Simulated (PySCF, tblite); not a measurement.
# C4H8NSi2 radical: geometry, infrared bands and EPR parameters

Aim: predict the infrared bands and EPR parameters of C4H8NSi2 radical (`C#C[SiH][Si@H](N)C=C`).

The runs use tblite 0.8.0 and PySCF 2.14.0, with density-fitted response routines of our own; the level of theory stands in each step. All values are computed, except where a source is named. Atoms count from 0, in the outputs and in this text.

**1. The molecule as given**

15 atoms, charge 0, multiplicity 2; geometry from: force field or distance geometry start.

Bonds of the start (Å): C0–C1 1.21, C1–Si2 1.86, Si2–Si3 2.33, Si3–N4 1.71, Si3–C5 1.83, C5–C6 1.34, C0–H7 1.07, Si2–H8 1.49, Si3–H9 1.49, N4–H10 1.03, N4–H11 1.02, C5–H12 1.08, C6–H13 1.08, C6–H14 1.09.

**2. Optimising the geometry with GFN2-xTB**

What the job is given:

```
{"job": {"kind": "relax", "xc": "GFN2-xTB", "basis": "xTB"}, "charge": 0, "multiplicity": 2}
C      3.883600     0.312100    -0.389800
C      2.937400    -0.436300    -0.375800
Si     1.502200    -1.626000    -0.333100
Si    -0.353200    -0.594700     0.632400
N     -1.751700    -1.584400     0.614400
C     -0.795000     0.960100    -0.218500
C     -1.870200     1.721900     0.010900
H      4.710600     0.989300    -0.407500
H      1.165500    -2.051300    -1.724200
H     -0.103700    -0.329900     2.076800
H     -2.130100    -1.594500    -0.340800
H     -2.472400    -1.144900     1.179200
H     -0.080000     1.278300    -0.960100
H     -2.027400     2.633800    -0.550900
H     -2.620100     1.474300     0.764900
```

Launch:

```console
$ OMP_NUM_THREADS=1 python probes_run.py task.json out
```

The driver reads the jobs from task.json and runs them one after another.

**Question.** This job is followed by: GFN2-xTB harmonic vibrations, gas phase; UKS B3LYP, pcH-1 on C H N Si, non-relativistic, mean-field spin-orbit, GIAO. What will the session give for the following? strongest single infrared mode (GFN2-xTB); zero-point energy (GFN2-xTB); g(iso) (B3LYP); ⟨S²⟩; largest a(iso) (averaged by class); surface potential, 1st and 99th percentile.

The runs gave:

| quantity | value |
| --- | --- |
| strongest single infrared mode (GFN2-xTB) | 2156 cm⁻¹, 622 km/mol |
| zero-point energy (GFN2-xTB) | 63.5 kcal/mol |
| g(iso) (B3LYP) | 2.00350 |
| ⟨S²⟩ | 0.756 (exact 0.75) |
| largest a(iso) (averaged by class) | 29Si on Si2, -339.5 MHz |
| surface potential, 1st and 99th percentile | -1.06 V and 1.68 V |

Over 134 steps the energy fell by 0.443 eV; of the close pairs, Si3–C5 changed most, 1.827 to 1.889 Å. All 39 modes are real, so the xTB geometry is a minimum. The strongest single mode, at 2156 cm⁻¹, moves mainly H9. GFN2-xTB is a fitted tight-binding method: band positions and strengths are rough. Its intensities can rank the bands wrongly. Si2 carries the largest spin population, 0.90 e. The isotropic g lies 1.2 ppt above the free-electron value.
